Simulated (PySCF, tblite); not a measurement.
# GeH₃F₂−, a complex of two parts as drawn: NMR shifts, interaction energy, infrared bands, spin-spin couplings, core binding energies and electronic excitations

An exercise on one series of results from a longer session: the logs are not shown, and one member is left open.

Computed with tblite 0.8.0 and PySCF 2.14.0; each step states its level. No surroundings beyond the atoms listed, unless a continuum is named. Atoms count from 0, parts from 1.

## The system as given

6 atoms, charge -1, multiplicity 1; geometry: rigid parts in contact. Parts: 1 = atoms 0–4, `[F][GeH3]`, charge 0; 2 = atom 5, `[F-]`, charge -1.

Set-up of the first run:

The job: settings as JSON, then the geometry in Å.

```
{"job": {"kind": "dock", "xc": "GFN2-xTB", "basis": "xTB"}, "charge": -1, "multiplicity": 1, "parts": [{"atoms": "0-4", "charge": 0, "multiplicity": 1}, {"atoms": "5-5", "charge": -1, "multiplicity": 1}]}
Ge    -0.137219    -0.019495    -0.008752
F      1.577244     0.221521     0.097595
H     -0.269943    -1.151933    -0.972743
H     -0.640916     1.293062    -0.511465
H     -0.529166    -0.343155     1.395366
F     -2.924539    -0.223436    -0.085704
```

With the program's defaults for keys left out, this is: GFN2-xTB search for minima from random contacts, gas phase.

Launch:

```bash
OMP_NUM_THREADS=1 python cluster_run.py task.json out
```

The driver reads the jobs from task.json and runs them one after another.

Steps of the session up to this table: Docking the parts with GFN2-xTB; Relaxing the molecule at PBE0-D3(BJ)/def2-TZVPD; NMR shieldings: PBE0/aug-pcSseg-2; Coupled-cluster interaction energy: CCSD(T) and MP2.

One of the session's tables, all rows but one given; the rest of the session is left out.

It belongs to the step «Coupled-cluster interaction energy: CCSD(T) and MP2». 

```
                 method  interaction energy (kcal/mol)
         HF/aug-cc-pVDZ                         -70.51
        MP2/aug-cc-pVDZ                         -66.22
       CCSD/aug-cc-pVDZ                         -66.75
    CCSD(T)/aug-cc-pVDZ                         -66.21
         HF/aug-cc-pVQZ                         -73.58
        MP2/aug-cc-pVQZ                         -70.33
    SCS-MP2/aug-cc-pVQZ                              ?
      MP2, extrapolated                         -70.57
CCSD(T), limit estimate                         -70.56
```

**Question.** Estimate the row for SCS-MP2/aug-cc-pVQZ.

**Answer.** interaction energy (kcal/mol): -69.63. In the column «interaction energy (kcal/mol)» it lies between MP2/aug-cc-pVQZ (-70.33) and CCSD/aug-cc-pVDZ (-66.75).

At this geometry Ge0 and F5 of different parts are bonded (1.91 Å), so this energy is mostly that of cutting a chemical bond between strained fragments, not an intermolecular interaction.

Caveats from the session: The interaction energy leaves out the deformation of the parts, 21.51 kcal/mol at MP2. So large a deformation means that a part is far from its own minimum, so a sum across the two methods would be rough.
